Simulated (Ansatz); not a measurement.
Working through a convergence test of the k-point mesh of ZnNi₃N, space group Pm-3m

Computed with the Ansatz DFT code, driven from Python.

The script reads `znni3n.cif`:
```cif
data_ZnNi3N
_cell_length_a 3.727013
_cell_length_b 3.727013
_cell_length_c 3.727013
_cell_angle_alpha 90.00000
_cell_angle_beta 90.00000
_cell_angle_gamma 90.00000
_symmetry_space_group_name_H-M 'P 1'
_symmetry_Int_Tables_number 1
loop_
_symmetry_equiv_pos_as_xyz
'x, y, z'
loop_
_atom_site_label
_atom_site_type_symbol
_atom_site_fract_x
_atom_site_fract_y
_atom_site_fract_z
Zn1 Zn    0.000000    0.000000    0.000000
Ni2 Ni    0.000000    0.500000    0.500000
Ni3 Ni    0.500000    0.500000    0.000000
Ni4 Ni    0.500000    0.000000    0.500000
N5 N    0.500000    0.500000    0.500000
```

Notebook, run cell by cell (the value of a cell's last expression is shown):

In [1]:
```python
import warnings

import ansatz as az
from ase.io import read
from tabulate import tabulate
```

In [2]:
```python
warnings.simplefilter("ignore", az.DeckWarning)
```

In [3]:
```python
atoms = read("znni3n.cif")
xtal = az.Crystal.from_ase(atoms).moments(Ni=1.0)
```

In [4]:
```python
job = (
    xtal.calculation()
    .pseudopotentials("paw")
    .spin("collinear")
    .occupations("fermi_dirac", width=0.1)
    .hubbard("Ni", "d", u_eff=4.0)
    .functional("pbesol")
    .basis(34 * az.Ry)
)
```

In [5]:
```python
rows = []
for value in [(2, 2, 2), (3, 3, 3), (4, 4, 4), (5, 5, 5), (6, 6, 6), (8, 8, 8)]:
    report = job.kpoints(*value).run().report
    rows.append((value, report["free_energy_ev"] / len(report["lattice"]["sites"]), report["n_iterations"], report["magnetization_mub"], report["n_kpoints"]))
```
```text
RunWarning: the starting moments were not kept: the SCF closed with an absolute magnetisation of 5.2e-4 μB, where they sum to 3 μB in size (3 sites). That is at most 0.1 of that sum. The system's moment may be that small; this SCF shows only that its start led to no larger one. To try another start: change the [...]
```

In [6]:
```python
print(tabulate(rows, headers=["mesh", "F/atom (eV)", "iterations", "moment (muB)", "k-points"], floatfmt=".4f", tablefmt="simple"))
```
```text
mesh         F/atom (eV)    iterations    moment (muB)    k-points
---------  -------------  ------------  --------------  ----------
(2, 2, 2)     -4213.8668             2          1.6665           8
(3, 3, 3)     -4213.9672            22          0.0005           4
(4, 4, 4)     -4214.0018            20          0.0000          10
(5, 5, 5)     -4213.9946            20          0.0000          10
(6, 6, 6)     -4214.0011            19          0.0000          20
(8, 8, 8)     -4213.9980            20         -0.0000          35
```

In [7]:
```python
# the last row is the reference
for row in rows[:-1]:
    shift = 1000 * (row[1] - rows[-1][1])
    print(f"{row[0]}: {shift:+.2f} meV/atom" + ("  (within 2 meV)" if abs(shift) < 2 else ""))
```
```text
(2, 2, 2): +131.22 meV/atom
(3, 3, 3): +30.89 meV/atom
(4, 4, 4): -3.74 meV/atom
(5, 5, 5): +3.46 meV/atom
(6, 6, 6): -3.09 meV/atom
```

The SCF didn't keep the moments it started from (some shrank, vanished or turned); what is printed is the state reached. The overall sign of a collinear moment is arbitrary, and semilocal functionals can give small moments to compounds that are paramagnetic. This cell is a computed structure, which may not be the phase found in nature. Warnings are shown shortened and without file and line. Shifts are counted from the finest mesh, which is itself no proven limit. The script silences the warnings on its input, which a real study should read. The whole script took 3 min on 1 thread of Arm Neoverse V2, with other jobs on the host, peak memory 0.66 GiB.
